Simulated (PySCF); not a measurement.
**GeOH2: structure of the singlet**

Aim: relax GeOH2 as a singlet from a hand-made T-shaped (ligand arrangement 1) geometry, check by its vibrations whether the end is a minimum, and collect its spectrum and constants.

Program: PySCF 2.14.0. Level of theory: PBE0, basis Ge def2-TZVP, O def2-TZVP, H def2-TZVP, no relativity, density fitting. These are calculated values, not measurements.

**1. Starting geometry**

4 atoms, charge 0, spin multiplicity 1.

Bond lengths: Ge1–O2 1.680 Å, Ge1–H3 1.530 Å, Ge1–H4 1.530 Å. Angles: O2–Ge1–H3 88.0°, O2–Ge1–H4 176.0°, H3–Ge1–H4 88.0°.

```xyz
4
charge 0 multiplicity 1
Ge    0.2754    0.0000   -0.0276
O    -1.4036    0.0000    0.0310
H     0.2754    0.0000    1.5024
H     1.8045    0.0000    0.0258
```

**2. Relaxation: T-shaped (ligand arrangement 1) start, singlet**

One driver script runs all steps and calls PySCF; scf.py shows how it sets up the SCF of each step. The optimiser is the driver's own. Before each start the driver seeks the lowest SCF state from one or more starting densities and follows internal instabilities, so scf.py alone need not reach the same state.

The program finds Cs symmetry in the start, which this walk keeps. The walk stops when the largest gradient is under 0.0003 Eh/bohr and the energy has settled too.

scf.py

```python
from pyscf import gto, scf, dft
mol = gto.M(atom='''
Ge     0.275361     0.000000    -0.027554
O     -1.403639     0.000000     0.031046
H      0.275361     0.000000     1.502446
H      1.804461     0.000000     0.025846''',
    basis={'Ge': 'def2-TZVP', 'O': 'def2-TZVP', 'H': 'def2-TZVP'},
    charge=0, spin=0)
mf = dft.RKS(mol, xc='PBE0')
mf.grids.atom_grid = (50, 194)
aux = {'Ge': 'def2-universal-JKFIT', 'O': 'def2-universal-JKFIT', 'H': 'def2-universal-JKFIT'}
mf = mf.density_fit(auxbasis=aux)
mf.kernel()
```

Further steps of the session: Hessian and properties.

Before running it: what results should come out? Wanted: minimum; geometry; wavenumbers; dipole moment; highest occupied, lowest empty level; polar-tensor charge of Ge1; zero-point energy; atomisation energy.

As calculated:

```
                                 quantity                                                               value
                                  minimum                                                        singlet, C2v
                                 geometry  Ge–H 1.542 Å (×2), Ge–O 1.632 Å; H–Ge–H 113.2°, H–Ge–O 123.4° (×2)
                       wavenumbers (cm⁻¹)        582 (b2), 599 (b1), 881 (a1), 998 (a1), 2124 (a1), 2127 (b2)
                            dipole moment                                                              3.92 D
     highest occupied, lowest empty level                                                     -7.79, -2.38 eV
               polar-tensor charge of Ge1                                                             +1.08 e
                        zero-point energy                                                         43.7 kJ/mol
                      entropy at 298.15 K                                                     248.5 J/(mol K)
atomisation energy (no zero-point energy)                                                         1027 kJ/mol
```

What this shows: The T-shaped (ligand arrangement 1) start (Cs) ends in a minimum of C2v symmetry. The strongest infrared band lies at 2127 cm⁻¹ (b2, stretch). Only this shape and spin were tried, so other structures or states may lie lower.
